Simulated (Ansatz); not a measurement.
# CrF2O2: the cost of one run

Computed with the Python package of Ansatz 0.2.0. The levels of theory stand in the script.

## (1) Starting point

Bond lengths: O1–Cr2 1.956 Å, Cr2–O3 1.910 Å, Cr2–F4 2.041 Å, Cr2–F5 1.985 Å. Angles: O1–Cr2–O3 103.6°, O1–Cr2–F4 100.7°, O1–Cr2–F5 120.0°, O3–Cr2–F4 114.7°, O3–Cr2–F5 99.0°, F4–Cr2–F5 118.5°.

The script holds or builds the structure itself.

## (2) The code

methods_crf2o2.py reads:

```python
'''One geometry of CrF2O2, method by method.'''

from pathlib import Path

import ansatz
import numpy as np

GEOMETRY = '''
O    -0.76650   -0.64380    1.64330
Cr   -0.02170    0.05130   -0.02670
O     1.66470   -0.83380   -0.16840
F    -1.43090   -0.57940   -1.36200
F     0.60420    1.93210   -0.12770
'''

system = ansatz.Crystal.molecule()
for line in GEOMETRY.strip().splitlines():
    symbol, *xyz = line.split()
    system = system.atom(symbol, [float(v) for v in xyz])

calculation = system.calculation().basis(gaussian='def2-SVP')

print('functional    E (Ha)        dipole (D)   HOMO (eV)  LUMO (eV)')
for name in ['revpbe', 'b3lyp', 'lda', 'pbe0', 'lc_wpbe']:
    rep = calculation.functional(name).forces().orbitals().run(threads=1, runs_dir='runs').report
    lines = Path(rep['orbitals_path']).read_text().splitlines()
    field_of = lambda key: [line.split('=')[1].strip() for line in lines if line.startswith(key)]
    orbitals = [(27.211386 * float(e), s, float(n)) for e, s, n in zip(field_of('Ene='), field_of('Spin='), field_of('Occup='))]
    homo = max(e for e, _, n in orbitals if n > 0.5)
    lumo = min(e for e, _, n in orbitals if n < 0.5)
    dipole = 4.803205 * np.linalg.norm(rep['charge_distribution']['dipole_moment_e_ang'])
    print(f'{name:10s} {rep["free_energy_ev"] / 27.211386246:14.6f} {dipole:9.3f} {homo:11.3f} {lumo:10.3f}')
```

## (3) Launch

Started as:

```
python methods_crf2o2.py
```

**Question.** How long does this script take on 1 thread of Arm Neoverse V2, shared host, and how much memory does it need?

About 34 s, with a peak of 0.26 GiB.
